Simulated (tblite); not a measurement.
# CH11Al3N4: the cost of one run

Programs: tblite 0.8.0 and PySCF 2.14.0. All values are calculated, for the isolated system unless a continuum is named. Atoms count from 0, parts from 1.

## 1. Starting point

19 atoms, charge 0, multiplicity 1; geometry: distance geometry start.

## 2. Geometry optimisation with GFN2-xTB

Job settings and geometry (Å):

```
{"job": {"kind": "relax", "xc": "GFN2-xTB", "basis": "xTB"}, "charge": 0, "multiplicity": 1}
N      0.330771     1.803679     0.626828
Al     1.700774     0.637668    -0.066290
N      0.883818    -0.947570    -0.784307
Al    -0.120422    -0.508781    -2.367308
N     -0.469383     1.375034    -2.387870
Al    -1.113203     1.937452    -0.667776
C     -2.601677     0.816899    -0.128757
N     -3.818731     0.162310     0.173922
H      0.710223     2.728041     0.809703
H     -0.036095     1.372311     1.487480
H      2.648855     0.251423     1.044920
H      2.441974     1.378532    -1.166251
H      1.624192    -1.637151    -1.033724
H      0.267287    -1.369810    -0.090246
H     -1.441785    -1.251846    -2.364335
H      0.680004    -0.870726    -3.609059
H      0.396427     1.889848    -2.606652
H     -1.162874     1.595629    -3.092585
H     -1.565689     3.366953    -0.726409
```

Method: GFN2-xTB geometry optimisation, gas phase.

Command:

```console
OMP_NUM_THREADS=1 python cluster_run.py task.json out
```

One launch serves the whole session: the jobs run in the order shown.

Q: Estimate the wall time of this first job on 1 thread of AMD EPYC 9R45, shared host.

About 2.3 s.
